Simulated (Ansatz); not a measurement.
# C2H2S (ethynethiol) at PBE/def2-SVPD

What is the electronic atomisation energy of C2H2S (ethynethiol) at PBE/def2-SVPD? 

The calculation is run with Ansatz 0.2.0.

48 further runs of the same task are left out: 48 set aside as unsound or not needed.

### 1 The structure to begin with

The species is C2H2S (5 atoms), meant as a singlet with charge 0. As SMILES, `C#CS`. The shape is that of a PBE0-D4/def2-TZVP optimisation.

Bond lengths: C1–C2 1.204 Å, C2–S3 1.679 Å, C1–H4 1.064 Å, S3–H5 1.346 Å. Angles: C1–C2–S3 175.2°, C2–C1–H4 179.3°, C2–S3–H5 96.7°.

### 2 The energy at PBE/def2-SVPD

Input file molecule.yaml:

```yaml
crystal:
  periodic: [false, false, false]
  atoms:
    - {symbol: C, position_ang: [-1.196800, -0.342000, 0.001900]}
    - {symbol: C, position_ang: [0.000700, -0.223700, 0.026100]}
    - {symbol: S, position_ang: [1.678900, -0.197600, 0.083400]}
    - {symbol: H, position_ang: [-2.256800, -0.433400, -0.021800]}
    - {symbol: H, position_ang: [1.823900, 1.123100, -0.131000]}
basis:
  gaussian:
    orbitals: def2-SVPD
output: {orbitals: {seedname: orbitals}}
hamiltonian:
  xc: {name: PBE}
accuracy: high
```

Started as:

```bash
$ ansatz run molecule.yaml --threads 1 --pin off --max-ram 3480MiB --events-out events.jsonl --progress --plain --runs-dir runs
```

The program printed:

```text
Warning: RAYON_NUM_THREADS=1 ignored (pool sized by the plan → 1); use --threads N
Functional definition: PBE
  name "PBE"
  parameter kappa = 0.804
  parameter beta = 0.06672455060314922
  exchange = pbe_x(kappa = kappa, mu = beta*pi^2/3)
  correlation = pbe_c(beta = beta)
1540 factors; integrals over basis functions are off by at most 3.7e-9 eV
mean field evaluation 1: about -12920.8692 eV, gradient 4.8e1 eV
mean field evaluation 2: about -12894.2583 eV, gradient 1.0e2 eV
mean field evaluation 4: about -12925.8645 eV, gradient 2.5e1 eV
mean field evaluation 8: about -12927.4390 eV, gradient 9.4e-2 eV
mean field evaluation 16: about -12927.4390 eV, gradient 1.6e-6 eV
mean field -12927.43904912 eV, -475.0746225223 hartree, gradient 1.5e-8 eV, S^2 0.000000; 0 other end points of the search recorded, 0 dependent functions left out
reference -12927.43905313 eV, -475.0746226695 hartree; 15, 15 occupied and 68, 68 virtual orbitals, 1540 factors
Total energy: -12927.43905313 eV, -475.0746226695 hartree
```

It took 3.9 s on 1 thread of Arm Neoverse V1, shared host; peak memory 0.17 GiB.

### 3 The C atom

Input file run.yaml:

```yaml
crystal:
  periodic: [false, false, false]
  atoms:
    - {symbol: C, position_ang: [0.000000, 0.000000, 0.000000]}
basis:
  gaussian: {orbitals: def2-SVPD}
magnetization: {spin_polarized: true, initial_magnetization: 2}
hamiltonian: {xc: {name: PBE}}
accuracy: high
```

Started as:

```bash
$ ansatz run run.yaml --threads 1 --pin off --max-ram 3480MiB --events-out events.jsonl --progress --plain --runs-dir runs
```

The program printed:

```text
Warning: RAYON_NUM_THREADS=1 ignored (pool sized by the plan → 1); use --threads N
Functional definition: PBE
  name "PBE"
  parameter kappa = 0.804
  parameter beta = 0.06672455060314922
  exchange = pbe_x(kappa = kappa, mu = beta*pi^2/3)
  correlation = pbe_c(beta = beta)
163 factors; integrals over basis functions are off by at most 3.2e-9 eV
mean field evaluation 1: about -1027.1256 eV, gradient 4.8e0 eV
mean field evaluation 2: about -1027.2346 eV, gradient 2.7e0 eV
mean field evaluation 4: about -1027.2896 eV, gradient 2.6e-3 eV
mean field evaluation 8: about -1027.2894 eV, gradient 1.1e-5 eV
mean field evaluation 16: about -1027.2894 eV, gradient 5.7e-5 eV
mean field evaluation 32: about -1027.2894 eV, gradient 5.5e-8 eV
mean field -1027.28937083 eV, -37.7521880564 hartree, gradient 5.5e-8 eV, S^2 2.002894; 2 other end points of the search recorded, 0 dependent functions left out
reference -1027.28937322 eV, -37.7521881442 hartree; 4, 2 occupied and 16, 18 virtual orbitals, 163 factors
Total energy: -1027.28937322 eV, -37.7521881442 hartree
```

Run time: 0.5 s. Hardware: 1 thread of Arm Neoverse V1, shared host.

### 4 The H atom, same level

Input file in.yaml:

```yaml
crystal:
  periodic: [false, false, false]
  atoms:
    - symbol: H
      position_ang: [0.000000, 0.000000, 0.000000]
basis:
  gaussian:
    orbitals: def2-SVPD
magnetization:
  spin_polarized: true
  initial_magnetization: 1
hamiltonian:
  xc: pbe
accuracy: high
```

Run the same way, it converges to -0.49863 Eh (log not shown).

### 5 The S atom, same level

Input file job.yaml:

```yaml
crystal:
  periodic: [false, false, false]
  atoms:
    - {symbol: S, position_ang: [0.000000, 0.000000, 0.000000]}
basis:
  gaussian: {orbitals: def2-SVPD}
magnetization: {spin_polarized: true, initial_magnetization: 2}
hamiltonian: {xc: pbe}
accuracy: high
```

Run the same way, it converges to -397.80739 Eh (log not shown).

### 6 Outcome

Level: PBE/def2-SVPD.

| quantity | value |
| --- | --- |
| molecule: total energy | -475.07462 Eh |
| molecule: HOMO energy | -5.87 eV |
| molecule: LUMO energy | -1.28 eV |
| molecule: HOMO–LUMO gap | 4.59 eV |
| C atom: total energy | -37.75219 Eh |
| C atom: ⟨S²⟩ | 2.003 |
| H atom: total energy | -0.49863 Eh |
| H atom: ⟨S²⟩ | 0.750 |
| S atom: total energy | -397.80739 Eh |
| S atom: ⟨S²⟩ | 2.003 |
| electronic atomisation energy | 20.833 eV |

Taking the molecule apart into free atoms costs 20.83 eV (480 kcal/mol), before zero-point energy and without spin-orbit coupling.
